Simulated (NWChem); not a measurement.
# CH4F2NV (SMILES [CH3][V](=[NH])([F])[F]) at 3 levels

We compute a comparison of 3 runs (HF/def2-SVP, PBE/STO-3G, PBE0/def2-SVP) of CH4F2NV. 

The calculation is run with NWChem 7.3.0.

## 1. Starting point

The species is CH4F2NV (9 atoms), meant as a singlet with charge 0. As SMILES, `[CH3][V](=[NH])([F])[F]`. The coordinates come from a PBE0-D4/def2-TZVP relaxation.

Bond lengths: C1–V2 1.995 Å, V2–N3 1.599 Å, V2–F4 1.733 Å, V2–F5 1.733 Å, C1–H6 1.091 Å, C1–H7 1.095 Å, C1–H8 1.091 Å, N3–H9 1.011 Å. Some angles: C1–V2–N3 101.9°, C1–V2–F4 107.0°, C1–V2–F5 107.0°, N3–V2–F4 111.4°, N3–V2–F5 111.4°, F4–V2–F5 116.8°, V2–C1–H6 109.7°, V2–C1–H7 105.7°, V2–C1–H8 109.5°, V2–N3–H9 173.4°.

## 2. Energy and forces at HF/def2-SVP (run 1)

ch4f2nv.xyz reads:

```xyz
9
CH4F2NV
C     -1.153300     0.082400    -0.445900
V      0.820100     0.090100    -0.150400
N      0.928900    -0.418600     1.361700
F      1.501500    -1.057700    -1.255100
F      1.348000     1.733200    -0.305100
H     -1.541200    -0.927500    -0.307500
H     -1.299400     0.419200    -1.477400
H     -1.630000     0.766300     0.257700
H      1.113800    -0.733500     2.304700
```

run.py reads:

```python
from ase.io import read
from ase.calculators.nwchem import NWChem

molecule = read('ch4f2nv.xyz')

calc = NWChem(
    label='ch4f2nv',
    theory='scf',
    memory='2200 mb',
    basis='def2-SVP',
    basispar='spherical bse',
    scf={'nopen': '0', 'rhf': None, 'thresh': '1e-08', 'maxiter': '80'},
)
molecule.calc = calc

forces = molecule.get_forces()
e = molecule.get_potential_energy()
print(f"E = {e:.6f} eV")
print("forces (eV/A):")
for s, f in zip(molecule.symbols, forces):
    print(f"{s:2s} {f[0]:10.5f} {f[1]:10.5f} {f[2]:10.5f}")
print("dipole (e A):", molecule.get_dipole_moment().round(4))
```

Run with:

```bash
$ export ASE_NWCHEM_COMMAND="nwchem PREFIX.nwi > PREFIX.nwo"
$ python run.py
```

Log:

```text
E = -33633.158060 eV
forces (eV/A):
C    -0.31301   -0.04083    0.08515
V     0.94365   -0.67301    2.13222
N    -0.24616    0.66149   -1.98659
F    -0.28719    0.31470    0.13092
F    -0.25001   -0.35599   -0.09770
H     0.07698    0.05332   -0.03610
H     0.10793   -0.01748    0.06839
H     0.08341   -0.01748   -0.06001
H    -0.11555    0.07533   -0.23628
dipole (e A): [-0.4359 -0.1638  0.406 ]
```

The calculator wrote ch4f2nv.nwi:

```
title "ch4f2nv"

permanent_dir ch4f2nv

scratch_dir ch4f2nv

start ch4f2nv

geometry units angstrom nocenter noautosym noautoz
  C  -1.1533000000000000e+00 8.2400000000000001e-02 -4.4590000000000002e-01
  V  8.2010000000000005e-01 9.0100000000000000e-02 -1.5040000000000001e-01
  N  9.2889999999999995e-01 -4.1860000000000003e-01 1.3616999999999999e+00
  F  1.5015000000000001e+00 -1.0577000000000001e+00 -1.2551000000000001e+00
  F  1.3480000000000001e+00 1.7332000000000001e+00 -3.0509999999999998e-01
  H  -1.5411999999999999e+00 -9.2749999999999999e-01 -3.0750000000000000e-01
  H  -1.2994000000000001e+00 4.1920000000000002e-01 -1.4774000000000000e+00
  H  -1.6299999999999999e+00 7.6629999999999998e-01 2.5769999999999998e-01
  H  1.1137999999999999e+00 -7.3350000000000004e-01 2.3047000000000000e+00
end

memory 2200 mb

basis spherical bse noprint
   * library def2-SVP
end

scf
  nopen 0
  rhf
  thresh 1e-08
  maxiter 80
end

task scf gradient
```

ch4f2nv.nwo (excerpt; [...] marks lines left out):

```text
[...]
      One-electron energy =  -2354.930490437284
[... 1 line left out ...]
 Nuclear repulsion energy =    330.016763120354
[... 47 lines left out ...]
                       ROHF Final Molecular Orbital Analysis
[... 266 lines left out ...]
     1   1 0 0     -0.823677      0.000000     76.975154
[...]
  wavefunction    =   RHF
                         RHF ENERGY GRADIENTS
    atom               coordinates                        gradient
                 x          y          z           x          y          z
   1 C      -2.179421   0.155713  -0.842629    0.006087   0.000794  -0.001656
   2 V       1.549764   0.170264  -0.284215   -0.018351   0.013088  -0.041465
   3 N       1.755366  -0.791039   2.573240    0.004787  -0.012864   0.038633
[... 5 lines of this table left out ...]
   9 H       2.104777  -1.386114   4.355251    0.002247  -0.001465   0.004595
[...]
```

Wall time 45 s (1 thread of Intel Xeon 6975P-C (Granite Rapids), shared host); peak memory 0.11 GiB.

## 3. Energy and gradient at PBE/STO-3G (run 2)

run.py reads:

```python
from ase import Atoms
from ase.calculators.nwchem import NWChem

mol = Atoms(['C', 'V', 'N', 'F', 'F', 'H', 'H', 'H', 'H'], positions=[
    [-1.153300, 0.082400, -0.445900],
    [0.820100, 0.090100, -0.150400],
    [0.928900, -0.418600, 1.361700],
    [1.501500, -1.057700, -1.255100],
    [1.348000, 1.733200, -0.305100],
    [-1.541200, -0.927500, -0.307500],
    [-1.299400, 0.419200, -1.477400],
    [-1.630000, 0.766300, 0.257700],
    [1.113800, -0.733500, 2.304700],
])

calc = NWChem(
    label='ch4f2nv',
    theory='dft',
    memory='2200 mb',
    basis='STO-3G',
    basispar='spherical bse',
    dft={'xc': 'xpbe96 cpbe96', 'mult': '1', 'grid': 'xfine', 'convergence': 'energy 1e-08', 'iterations': '100', 'mulliken': None},
)
mol.calc = calc

forces = mol.get_forces()
print("Total energy (eV):", round(mol.get_potential_energy(), 6))
print("forces (eV/A):")
for s, f in zip(mol.symbols, forces):
    print(f"{s:2s} {f[0]:10.5f} {f[1]:10.5f} {f[2]:10.5f}")
print("dipole (e A):", mol.get_dipole_moment().round(4))
```

Run with:

```bash
$ export ASE_NWCHEM_COMMAND="nwchem PREFIX.nwi > PREFIX.nwo"
$ python run.py
```

Log:

```text
Total energy (eV): -33326.686014
forces (eV/A):
C     1.42239    0.12454   -0.11699
V     2.28407    0.48002   -1.04150
N    -0.03877    1.11421   -3.26942
F    -1.47232    2.89830    2.46091
F    -1.09601   -3.92350    0.13853
H    -0.40865   -0.31198   -0.04772
H    -0.59516    0.09349   -0.37497
H    -0.43755    0.23248    0.13179
H     0.34201   -0.70757    2.11931
dipole (e A): [ 0.1638  0.0253 -0.0511]
```

The calculator wrote ch4f2nv.nwi:

```
title "ch4f2nv"

permanent_dir ch4f2nv

scratch_dir ch4f2nv

start ch4f2nv

geometry units angstrom nocenter noautosym noautoz
  C  -1.1533000000000000e+00 8.2400000000000001e-02 -4.4590000000000002e-01
  V  8.2010000000000005e-01 9.0100000000000000e-02 -1.5040000000000001e-01
  N  9.2889999999999995e-01 -4.1860000000000003e-01 1.3616999999999999e+00
  F  1.5015000000000001e+00 -1.0577000000000001e+00 -1.2551000000000001e+00
  F  1.3480000000000001e+00 1.7332000000000001e+00 -3.0509999999999998e-01
  H  -1.5411999999999999e+00 -9.2749999999999999e-01 -3.0750000000000000e-01
  H  -1.2994000000000001e+00 4.1920000000000002e-01 -1.4774000000000000e+00
  H  -1.6299999999999999e+00 7.6629999999999998e-01 2.5769999999999998e-01
  H  1.1137999999999999e+00 -7.3350000000000004e-01 2.3047000000000000e+00
end

memory 2200 mb

basis spherical bse noprint
   * library STO-3G
end

dft
  xc xpbe96 cpbe96
  mult 1
  grid xfine
  convergence energy 1e-08
  iterations 100
  mulliken
end

task dft gradient
```

ch4f2nv.nwo (excerpt; [...] marks lines left out):

```text
[...]
         Total DFT energy =    -1224.733131354141
[...]
  wavefunction    = closed shell
                         DFT ENERGY GRADIENTS
    atom               coordinates                        gradient
                 x          y          z           x          y          z
   1 C      -2.179421   0.155713  -0.842629   -0.027661  -0.002422   0.002275
   2 V       1.549764   0.170264  -0.284215   -0.044418  -0.009335   0.020254
   3 N       1.755366  -0.791039   2.573240    0.000754  -0.021668   0.063580
[... 5 lines of this table left out ...]
   9 H       2.104777  -1.386114   4.355251   -0.006651   0.013760  -0.041214
[...]
```

Run time: 20 s. Hardware: 1 thread of Intel Xeon 6975P-C (Granite Rapids), shared host; peak memory 0.14 GiB.

## 4. Energy and forces at PBE0/def2-SVP (run 3)

nw.nw reads:

```
start nw
memory 2200 mb

geometry noautosym nocenter noautoz
C     -1.153300     0.082400    -0.445900
V      0.820100     0.090100    -0.150400
N      0.928900    -0.418600     1.361700
F      1.501500    -1.057700    -1.255100
F      1.348000     1.733200    -0.305100
H     -1.541200    -0.927500    -0.307500
H     -1.299400     0.419200    -1.477400
H     -1.630000     0.766300     0.257700
H      1.113800    -0.733500     2.304700
end

basis spherical bse
* library def2-SVP
end

dft
xc pbe0
mult 1
grid fine
convergence energy 1e-08
iterations 100
mulliken
noprint "final vectors analysis"
end

task dft gradient
```

Run with:

```bash
$ nwchem nw.nw > nw.out
```

Log:

```text
[...]
          Wavefunction type:  closed shell.
          No. of atoms     :     9
          No. of electrons :    58
[...]
          Charge           :     0
          Spin multiplicity:     1
[...]
          AO basis - number of functions:   107
[...]
              XC Information
              --------------
                         PBE0 Method XC Functional
                     Hartree-Fock (Exact) Exchange  0.250
          PerdewBurkeErnzerhof Exchange Functional  0.750
            Perdew 1991 LDA Correlation Functional  1.000 local
           PerdewBurkeErnz. Correlation Functional  1.000 non-local
[...]
 d= 0,ls=0.0,diis     1  -1237.3752100751 -1.57D+03  4.65D-02  5.44D+00     2.5
[...]
 d= 0,ls=0.0,diis    15  -1238.1844831932 -8.72D-09  7.04D-07  4.08D-09    29.1
         Total DFT energy =    -1238.184483193231
      One electron energy =    -2358.369468428947
           Coulomb energy =      869.538348073612
    Exchange-Corr. energy =      -79.370125958250
 Nuclear repulsion energy =      330.016763120354
[...]
      Total Density - Mulliken Population Analysis
     ---------------------------------------------
    Atom       Charge   Shell Charges
 -----------   ------   -------------------------------------------------------
    1 C    6     6.33   1.99  0.88  0.30  2.09  1.06  0.02
    2 V   23    21.94   2.00  2.00  2.01  0.21 -0.01  6.00  6.03  0.53  2.08  1.07  0.03
    3 N    7     7.40   1.99  1.03  0.59  2.31  1.47  0.01
    4 F    9     9.39   1.99  1.13  0.84  3.31  2.12  0.00
    5 F    9     9.39   1.99  1.13  0.84  3.31  2.12  0.00
    6 H    1     0.90   0.72  0.15  0.03
    7 H    1     0.91   0.73  0.16  0.03
    8 H    1     0.90   0.72  0.15  0.03
    9 H    1     0.83   0.69  0.09  0.05
[...]
  wavefunction    = closed shell
                         DFT ENERGY GRADIENTS
    atom               coordinates                        gradient
                 x          y          z           x          y          z
   1 C      -2.179421   0.155713  -0.842629   -0.005623  -0.000063  -0.000954
   2 V       1.549764   0.170264  -0.284215   -0.004814   0.000632  -0.002699
   3 N       1.755366  -0.791039   2.573240    0.001841  -0.005979   0.017906
   4 F       2.837424  -1.998763  -2.371795    0.003071  -0.005786  -0.006156
   5 F       2.547351   3.275273  -0.576555    0.002277   0.008612  -0.001252
   6 H      -2.912446  -1.752721  -0.581091    0.001900   0.005799  -0.000905
   7 H      -2.455510   0.792173  -2.791881    0.000215  -0.001728   0.005197
   8 H      -3.080253   1.448097   0.486982    0.002363  -0.003813  -0.004094
   9 H       2.104777  -1.386114   4.355251   -0.001230   0.002325  -0.007043
[...]
```

It took 37 s on 1 thread of Intel Xeon 6975P-C (Granite Rapids), shared host; peak memory 0.13 GiB.

## 5. Overview of the runs

| run | level | iteration cap | module | energy (Eh) | dipole moment (D) | HOMO energy (eV) | LUMO energy (eV) | wall time |
| --- | --- | --- | --- | --- | --- | --- | --- | --- |
| 1 | HF/def2-SVP | 80 | scf | -1235.995771 | 2.97 | -12.08 | 1.80 | 45 s |
| 2 | PBE/STO-3G | 100 | dft | -1224.733131 | 0.83 | -3.06 | 1.40 | 20 s |
| 3 | PBE0/def2-SVP | 100 | dft | -1238.184483 | 2.22 | – | – | 37 s |

## 6. What came out

| quantity | value |
| --- | --- |
| run 3: total energy | -1238.18448 Eh |
| run 3: dipole moment | 2.22 D |
| run 3: largest force on an atom | 0.975 eV/Å |

What this shows: The dipole moment (its size) runs from 0.83 D (PBE/STO-3G) to 2.97 D (HF/def2-SVP). The two ends differ in method and basis. The two dipoles point in opposite directions. Totals of different functionals can't be ranked against each other. In run 2 the basis is minimal, so the values are rough. All runs together took 1.7 min, the longest 45 s.
